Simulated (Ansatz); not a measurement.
# Pt3SI: the cost of one run

Method: reference: DFT PBE, plane waves, PAW, scalar-relativistic, no spin polarisation, in Ansatz 0.2.0.

## 1. The structure to begin with

Symmetry: R3, No. 146, trigonal system. The conventional cell has a = 6.559 Å, b = 6.559 Å, c = 8.033 Å, α = 90.00°, β = 90.00°, γ = 120.00°. Around Pt (site symmetry 1) lie 2 S at 2.32 to 2.50 Å and 2 I at 2.91 to 3.02 Å and 4 Pt at 2.97 Å. I (site symmetry 3) has 6 Pt at 2.91 to 3.02 Å as nearest neighbours. S (site symmetry 3) is surrounded by 6 Pt at 2.32 to 2.50 Å.

Coordinates:

```cif
data_structure
_symmetry_space_group_name_H-M 'R3:H'
_symmetry_Int_Tables_number 146
_cell_length_a 6.5590
_cell_length_b 6.5590
_cell_length_c 8.0331
_cell_angle_alpha 90.000
_cell_angle_beta 90.000
_cell_angle_gamma 120.000
_cell_volume 299.29
loop_
_atom_site_label
_atom_site_type_symbol
_atom_site_symmetry_multiplicity
_atom_site_Wyckoff_symbol
_atom_site_fract_x
_atom_site_fract_y
_atom_site_fract_z
_atom_site_occupancy
Pt1 Pt 9 b 0.20500 0.29400 0.31000 1
I1 I 3 a 0.00000 0.00000 0.00000 1
S1 S 3 a 0.00000 0.00000 0.53600 1
```

## 2. The reference run

Contents of input.yaml:

```yaml
crystal:
  lattice:
    - [4.637928, 0.0, 0.0]
    - [0.0, 4.637928, 0.0]
    - [0.0, 0.0, 4.637928]
  atoms:
    - { symbol: Pt, position: [0.515, 0.399, 0.016] }
    - { symbol: Pt, position: [0.016, 0.515, 0.399] }
    - { symbol: Pt, position: [0.399, 0.016, 0.515] }
    - { symbol: I, position: [0.0, 0.0, 0.0] }
    - { symbol: S, position: [0.536, 0.536, 0.536] }
  symmetry: { tolerance: 0.0003 }
kpoints:
  mp_grid: { grid: [4, 4, 4], shift: [0, 0, 0] }
magnetization:
  spin_polarized: false
scf:
  occupations: { method: gaussian, width: 0.1243 }
hamiltonian:
  pseudopotentials: { kind: paw }
  xc: pbe
basis:
  ecutwfc: 420
output:
  forces: true
  stress: true
  eigenvalues: true
```

The run is started by

```bash
ansatz run input.yaml --threads 1 --pin off --max-ram 2560MiB --backend cpu --events-out ev --progress --plain --runs-dir out
```

Q: Estimate wall time and peak memory on 1 thread of Arm Neoverse V2, shared host.

About 5.2 s, with a peak of 0.34 GiB.
